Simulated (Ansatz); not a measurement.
AsH4OP, SMILES PO[AsH2], the energy of protonation at one site

Computed with Ansatz's Python interface.

Input file `ash4op.xyz`:
```text
7

P    -1.19390    0.59180   -0.48580
O    -0.05100   -0.58880   -0.19990
As    1.26450    0.29260    0.68380
H    -2.14240   -0.29640   -1.02110
H    -0.71720    0.96020   -1.82990
H     0.67740   -0.04200    2.08930
H     2.22380   -0.98540    0.71790
```

`pa_ash4op.py`
```python
"""Adding a proton to AsH4OP."""

import logging
import sys

import ansatz as az
import numpy as np

logging.basicConfig(stream=sys.stdout, format="%(name)s: %(message)s")
log = logging.getLogger("ansatz_job")
log.setLevel(logging.INFO)

BASIS_SET = "def2-SVP"
XC = "hf"
CHARGE = 1
FORCE_TOL = 0.01


def main() -> None:
    mol = az.Crystal.molecule_from_extxyz("ash4op.xyz")

    setup = mol.calculation().basis(gaussian=BASIS_SET).functional(XC)
    symbols = [site.symbol for site in mol.cartesian_sites]
    start = np.array([site.position_ang for site in mol.cartesian_sites], dtype=float)
    summary = setup.relax(force_tolerance=0.01, max_steps=100).run(threads=1).report
    end = np.array(summary["positions_ang"])

    # put the proton on the side away from the neighbours, slightly off axis
    away = sum((end[1] - end[j]) / np.linalg.norm(end[1] - end[j]) for j in [0, 2]) + np.array([0.15, 0.1, -0.2])
    proton = end[1] + 1.0 * away / np.linalg.norm(away)
    acid = az.Crystal.molecule()
    for symbol, place in zip(symbols, end):
        acid = acid.atom(symbol, place.tolist())
    acid = acid.atom("H", proton.tolist())
    protonated = (
        acid.calculation()
        .basis(gaussian=BASIS_SET)
        .functional(XC)
        .charge(CHARGE)  # electrons removed from the neutral system
        .relax(force_tolerance=FORCE_TOL, max_steps=80)
    )
    after = protonated.run(threads=1).report
    xyz = np.array(after["positions_ang"])
    reach = np.linalg.norm(xyz[:-1] - xyz[-1], axis=1)
    log.info(f"base {summary['free_energy_ev']:.5f} eV, protonated {after['free_energy_ev']:.5f} eV")
    log.info(f"the proton ends {reach.min():.3f} A from {symbols[reach.argmin()]}{reach.argmin()}")
    log.info(f"electronic proton affinity {23.060548 * (summary['free_energy_ev'] - after['free_energy_ev']):.1f} kcal/mol")


if __name__ == "__main__":
    main()
```

`python pa_ash4op.py` gives:
```text
ansatz_job: base -72155.51792 eV, protonated -72164.46751 eV
ansatz_job: the proton ends 0.956 A from O1
ansatz_job: electronic proton affinity 206.4 kcal/mol
```

Total energies depend on the basis set; only differences at equal settings carry meaning. The proton is put on one chosen atom, which needn't be the most basic site, so the molecule's proton affinity can be higher; the ends are stationary points, not checked by frequencies, and zero-point and thermal terms count only where printed. Hartree-Fock leaves correlation out, so bond, atomisation and ionisation energies come out well too low. Timing: 50 s on 1 thread of Arm Neoverse V2, on a shared host, peak memory 0.24 GiB.
